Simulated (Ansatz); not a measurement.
**doublet CuCl+ at 4 levels**

Aim: a comparison of 4 runs (UBLYP/STO-3G, UCAM-B3LYP/STO-3G, UPBE0/STO-3G, UCCSD/STO-3G) of doublet CuCl+. 

The calculation is run with Ansatz 0.2.0.

87 further runs of the same task are left out: 56 that didn't finish, 31 set aside as unsound or not needed.

## 1. Starting point

CuCl+ has 2 atoms, charge +1, and is taken as a doublet. SMILES of the parent species: `[Cl][Cu]`. The coordinates come from a PBE0-D4/def2-TZVP relaxation. That shape belongs to the parent species and isn't relaxed for this state.

Bond lengths: Cl1–Cu2 2.076 Å.

## 2. A single-point energy at UBLYP/STO-3G (run 1)

run.yaml

```yaml
crystal:
  periodic: [false, false, false]
  atoms:
    - {symbol: Cl, position_ang: [0.898300, -0.345200, 0.446400]}
    - {symbol: Cu, position_ang: [-0.868800, 0.285000, -0.442400]}
basis:
  gaussian:
    orbitals: STO-3G
magnetization:
  spin_polarized: true
  initial_magnetization: 1
total_charge: 1
accuracy: high
hamiltonian:
  xc: {name: BLYP}
```

Launch:

```sh
$ ansatz run run.yaml --threads 1 --pin off --max-ram 2610MiB --events-out events.jsonl --progress --plain --runs-dir runs
```

What it wrote:

```text
Warning: RAYON_NUM_THREADS=1 ignored (pool sized by the plan → 1); use --threads N
Functional definition: BLYP
  name "BLYP"
  parameter beta = 0.0042
  parameter a = 0.04918
  parameter b = 0.132
  parameter c = 0.2533
  parameter d = 0.349
  exchange = b88_x(beta = beta)
  correlation = lyp_c(a = a, b = b, c = c, d = d)
371 factors; integrals over basis functions are off by at most 5.1e-9 eV
mean field evaluation 1: about -56070.2746 eV, gradient 9.0e1 eV
mean field evaluation 2: about -56184.3996 eV, gradient 1.0e2 eV
mean field evaluation 4: about -56083.2899 eV, gradient 1.2e2 eV
mean field evaluation 8: about -56442.7242 eV, gradient 4.1e1 eV
mean field evaluation 16: about -56504.1715 eV, gradient 6.1e-2 eV
mean field evaluation 32: about -56070.2746 eV, gradient 9.0e1 eV
mean field evaluation 64: about -56497.1516 eV, gradient 1.5e1 eV
mean field evaluation 96: about -56502.3860 eV, gradient 1.1e1 eV
mean field evaluation 128: about -56502.7394 eV, gradient 8.5e0 eV
mean field evaluation 160: about -56503.4887 eV, gradient 2.4e-2 eV
mean field evaluation 192: about -56504.0979 eV, gradient 9.0e-1 eV
mean field evaluation 224: about -56504.2637 eV, gradient 1.5e-1 eV
mean field -56504.26733358 eV, -2076.4935245411 hartree, gradient 2.7e-8 eV, S^2 1.751949; 16 other end points of the search recorded, 0 dependent functions left out
reference -56504.26736783 eV, -2076.4935257998 hartree; 23, 22 occupied and 4, 5 virtual orbitals, 371 factors
Total energy: -56504.26736783 eV, -2076.4935257998 hartree
```

Wall time 31 s (1 thread of Arm Neoverse V1, shared host); peak memory 0.14 GiB.

## 3. A single-point energy at UCAM-B3LYP/STO-3G (run 2)

in.yaml

```yaml
crystal:
  periodic: [false, false, false]
  atoms:
    - {symbol: Cl, position_ang: [0.898300, -0.345200, 0.446400]}
    - {symbol: Cu, position_ang: [-0.868800, 0.285000, -0.442400]}
basis:
  gaussian:
    orbitals: STO-3G
total_charge: 1
magnetization:
  spin_polarized: true
  initial_magnetization: 1
hamiltonian:
  xc: {name: CAM-B3LYP}
accuracy: high
```

Launch:

```sh
$ ansatz run in.yaml --threads 1 --pin off --max-ram 2610MiB --events-out events.jsonl --progress --plain --runs-dir runs
```

What it wrote (excerpt; [...] marks lines left out):

```text
Warning: RAYON_NUM_THREADS=1 ignored (pool sized by the plan → 1); use --threads N
Functional definition: CAM-B3LYP
  name "CAM-B3LYP"
[...]
371 factors; integrals over basis functions are off by at most 5.1e-9 eV
121 factors; integrals over basis functions are off by at most 2.0e-9 eV
[...]
mean field -56507.70088083 eV, -2076.6197050751 hartree, gradient 9.7e-8 eV, S^2 1.753075; 16 other end points of the search recorded, 0 dependent functions left out
reference -56507.70089293 eV, -2076.6197055199 hartree; 23, 22 occupied and 4, 5 virtual orbitals, 371 factors
Total energy: -56507.70089293 eV, -2076.6197055199 hartree
```

Run time: 38 s. Hardware: 1 thread of Arm Neoverse V1, shared host; peak memory 0.16 GiB.

Run 3 isn't shown in full; the table further down has it.

## 4. The energy at UCCSD/STO-3G (run 4)

input.yaml

```yaml
basis:
  gaussian: {orbitals: STO-3G}
crystal:
  periodic: [false, false, false]
  atoms:
    - {symbol: Cl, position_ang: [0.898300, -0.345200, 0.446400]}
    - {symbol: Cu, position_ang: [-0.868800, 0.285000, -0.442400]}
total_charge: 1
magnetization: {spin_polarized: true, initial_magnetization: 1}
correlation: {method: ccsd, frozen_orbitals: {Cl: 5, Cu: 5}}
accuracy: high
scf: {omitted_lower_state_checks: [cluster_reference, increment]}
```

Launch:

```sh
$ ansatz run input.yaml --threads 1 --pin off --max-ram 2610MiB --events-out events.jsonl --progress --plain --runs-dir runs
```

What it wrote:

```text
Warning: RAYON_NUM_THREADS=1 ignored (pool sized by the plan → 1); use --threads N
[... 21 lines left out ...]
10 core orbitals not correlated: weight in the atoms' cores, before any rotation towards them, 1.000 or more for the frozen orbitals, at most 0.000 for the correlated occupied ones
[... 93 lines left out ...]
Total energy: -56461.65056628 eV, -2074.9273872293 hartree
Checks for a lower state left out: cluster_reference, increment
```

It took 3.6 s on 1 thread of Arm Neoverse V1, shared host.

## 5. The series

| run | level | frozen core orbitals | energy (Eh) | ⟨S²⟩ | wall time |
| --- | --- | --- | --- | --- | --- |
| 1 | UBLYP/STO-3G | – | -2076.493526 | 1.752 | 31 s |
| 2 | UCAM-B3LYP/STO-3G | – | -2076.619706 | 1.753 | 38 s |
| 3 | UPBE0/STO-3G | – | -2076.267950 | 1.753 | 27 s |
| 4 | UCCSD/STO-3G | 10 | -2074.927387 | 1.759 | 3.6 s |

## 6. Outcome

| quantity | value |
| --- | --- |
| run 4: total energy | -2074.92739 Eh |
| run 4: correlation energy (10 core orbitals frozen) | -38.9 mEh |
| run 4: ⟨S²⟩ of the reference determinant | 1.759 |
| run 4: T1 diagnostic | 0.025 |

In words: Totals of different functionals can't be ranked against each other. In runs 1, 2, 3, 4 the basis is minimal, so the values are rough. Spin contamination of the reference: run 4 ⟨S²⟩ = 1.76, run 3 ⟨S²⟩ = 1.75, run 2 ⟨S²⟩ = 1.75, run 1 ⟨S²⟩ = 1.75. Where it is this large, the reference is a mixture of spin states, and values that rest on it are in doubt. All runs together took 1.7 min, the longest 38 s.
